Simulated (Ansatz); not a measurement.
Crystal: CdBr.

```
Cd Br
1.0
     0.00000    3.07239    3.07239
     3.07239    0.00000    3.07239
     3.07239    3.07239    0.00000
Cd Br
1 1
Direct
  0.00000 0.00000 0.00000
  0.50000 0.50000 0.50000
```

The cell was built by a generator and needn't be a form met in nature.

* Program: Ansatz 0.2.0
* Task: relaxation of cell and atoms
* Functional: revPBE
* Potentials or basis: Ansatz PAW
* Cutoff: 420 eV (not typed: the program's choice for these potentials)
* k mesh: 8 × 8 × 8
* Occupations: fermi-dirac, width 0.05 eV
* Spin: no spin polarisation

At the start: volume 29.00 Å³/atom.

Q: Where does the relaxation end?

A: It ends after 5 steps and the volume is 31.95 Å³/atom (+10.2 %); space group Fm-3m (No. 225, to 0.05 Å).

Step by step:
| step | energy change (eV) | largest force (eV/Å) | volume (Å³) |
| --- | --- | --- | --- |
| 1 | 0.0000 | 0.0000 | 58.00 |
| 2 | -0.0390 | 0.0000 | 62.30 |
| 3 | -0.0415 | 0.0000 | 63.63 |
| 4 | -0.0415 | 0.0000 | 63.90 |
| 5 | -0.0423 | 0.0000 | 63.90 |

Final structure:
```
Cd Br
1.0
     0.00000    3.17321    3.17321
     3.17321    0.00000    3.17321
     3.17321    3.17321    0.00000
Cd Br
1 1
Direct
  0.00000 0.00000 0.00000
  0.50000 0.50000 0.50000
```

Caveat: the plane-wave basis is chosen anew once the cell has moved, so the energies of steps on either side of that aren't comparable; an odd number of electrons without spin polarisation forces a metal; a magnetic or distorted state may lie lower; the PAW data sets come from PBE, with cores solved anew for the run's functional, which leaves a small shift of forces and pressure.
